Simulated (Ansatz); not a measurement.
# Sr4SbO3: the cost of one run

Program: Ansatz 0.2.0. Level of theory: DFT PBE, scalar-relativistic, plane waves, PAW. These are calculated values, not measurements.

### 1 Starting point

The structure is cubic, space group Pm-3m (No. 221). The conventional cell has a = 5.250 Å, b = 5.250 Å, c = 5.250 Å, α = 90.00°, β = 90.00°, γ = 90.00°. Sr (site symmetry 4/mmm) is surrounded by 2 Sb at 2.63 Å and 4 O at 2.63 Å. Sr (site symmetry m-3m) has 6 O at 2.63 Å as nearest neighbours. Sb (site symmetry m-3m) is surrounded by 6 Sr at 2.63 Å. O (site symmetry 4/mmm) is surrounded by 6 Sr at 2.63 Å.

Structure file:

```
Sr Sb O
1.0
     5.25018    0.00000    0.00000
     0.00000    5.25018    0.00000
     0.00000    0.00000    5.25018
Sr Sb O
4 1 3
Direct
  0.50000 0.00000 0.00000
  0.50000 0.50000 0.50000
  0.00000 0.00000 0.50000
  0.00000 0.50000 0.00000
  0.00000 0.00000 0.00000
  0.00000 0.50000 0.50000
  0.50000 0.00000 0.50000
  0.50000 0.50000 0.00000
```

The cell is invented: species swapped into a database cell of Mg3CuO4 (Pm-3m, No. 221), with O on the Mg sites, Sb on the Cu sites and Sr on the O sites. Its size is a rough estimate.

### 2 The guess as it stands, on a coarse mesh

The input, input.yaml:

```yaml
crystal:
  lattice:
    - [5.25018389, 0.0, 0.0]
    - [0.0, 5.25018389, 0.0]
    - [0.0, 0.0, 5.25018389]
  atoms:
    - { symbol: Sr, position: [0.5, 0.0, 0.0] }
    - { symbol: Sr, position: [0.5, 0.5, 0.5] }
    - { symbol: Sr, position: [0.0, 0.0, 0.5] }
    - { symbol: Sr, position: [0.0, 0.5, 0.0] }
    - { symbol: Sb, position: [0.0, 0.0, 0.0] }
    - { symbol: O, position: [0.0, 0.5, 0.5] }
    - { symbol: O, position: [0.5, 0.0, 0.5] }
    - { symbol: O, position: [0.5, 0.5, 0.0] }
basis:
  ecutwfc: 420
kpoints:
  mp_grid: { grid: [4, 4, 4] }
hamiltonian:
  xc: pbe
scf:
  occupations: { method: gaussian, width: 0.1 }
  lower_state_search: "off"
output:
  forces: true
  stress: true
  eigenvalues: true
```

Run with:

```
$ ansatz run input.yaml --threads 1 --pin off --max-ram 2048MiB --backend cpu --events-out ev --progress --plain --runs-dir out
```

Q: Estimate wall time and peak memory on 1 thread of Arm Neoverse V1, shared host.

About 4.8 s, with a peak of 0.38 GiB.
